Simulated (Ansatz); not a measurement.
**BrH6HfN3: small, medium and large basis sets**

How large a basis does BrH6HfN3 need? Two functionals are run in growing sets.

The runs use Ansatz 0.2.0, Gaussian basis; one geometry, several basis sets.

The runs, in order: PBE0-D4/def2-SVP; ωB97M-V/def2-SVP; PBE0-D4/def2-QZVPP; ωB97M-V/def2-QZVPP; the functionals' def2-TZVPP values are taken from earlier runs.

## 1. The geometry

An earlier PBE0-D4 in a triple-zeta def2 set relaxation fixed the geometry. Hf takes the def2 core potential; no spin-orbit term is included.

SMILES `[NH2][Hf]([NH2])([NH2])[Br]`, 11 atoms, charge 0, spin multiplicity 1.

Atoms are counted from 1 here; the program's logs count them from 0.

Bond lengths: N1–Hf2 2.025 Å, N1–H6 1.011 Å, N1–H7 1.010 Å, Hf2–N3 2.025 Å, Hf2–N4 2.025 Å, Hf2–Br5 2.549 Å, N3–H8 1.011 Å, N3–H9 1.010 Å, N4–H10 1.011 Å, N4–H11 1.010 Å. Angles: Hf2–N1–H6 124.7°, Hf2–N1–H7 126.2°, H6–N1–H7 108.9°, N1–Hf2–N3 106.8°, N1–Hf2–N4 106.8°, N1–Hf2–Br5 112.1°, N3–Hf2–N4 106.8°, N3–Hf2–Br5 112.0°, N4–Hf2–Br5 112.0°, Hf2–N3–H8 124.7°, Hf2–N3–H9 126.2°, H8–N3–H9 108.9°, Hf2–N4–H10 124.7°, Hf2–N4–H11 126.2°, H10–N4–H11 108.9°.

## 2. PBE0-D4 in def2-SVP

The input, in.yaml:

```yaml
crystal:
  periodic: [false, false, false]
  atoms:
    - {symbol: N, position_ang: [-1.512686, 1.085147, 0.357104]}
    - {symbol: Hf, position_ang: [-0.036704, -0.010757, -0.491000]}
    - {symbol: N, position_ang: [1.716264, 0.795159, 0.122443]}
    - {symbol: N, position_ang: [-0.144273, -1.863022, 0.319092]}
    - {symbol: Br, position_ang: [-0.225309, -0.066137, -3.032824]}
    - {symbol: H, position_ang: [-1.801221, 2.002861, 0.044812]}
    - {symbol: H, position_ang: [-2.125087, 0.785279, 1.101646]}
    - {symbol: H, position_ang: [2.623721, 0.556478, -0.255084]}
    - {symbol: H, position_ang: [1.826508, 1.543553, 0.791051]}
    - {symbol: H, position_ang: [-0.832475, -2.561391, 0.070807]}
    - {symbol: H, position_ang: [0.511261, -2.267181, 0.971952]}
basis:
  gaussian: {orbitals: def2-SVP}
hamiltonian: {xc: pbe0, dispersion: d4}
output: {orbitals: {seedname: orbitals}}
```

On the command line:

```
$ ansatz run in.yaml --threads 4 --pin off --events-out ev --progress --plain --max-ram 11315MiB
```

The runs that follow: ωB97M-V in def2-SVP; PBE0-D4 in def2-QZVPP; ωB97M-V in def2-QZVPP.

**Question.** What will the summary of the whole plan be? Wanted: PBE0-D4: double and triple zeta above quadruple; ωB97M-V: double and triple zeta above quadruple.

The runs gave:

| quantity | value |
| --- | --- |
| PBE0-D4: double and triple zeta above quadruple | 16.17, 1.73 eV |
| ωB97M-V: double and triple zeta above quadruple | 16.30, 1.66 eV |

What this shows: For PBE0-D4 the step from double to triple zeta gains 14.44 eV and the next only 1.73 eV. Total energies overstate the basis error of differences, where much of it tends to cancel. The LUMO of ωB97M-V is positive and keeps falling with the basis (1.36 to 0.49 eV): an unbound level that the basis holds in place.
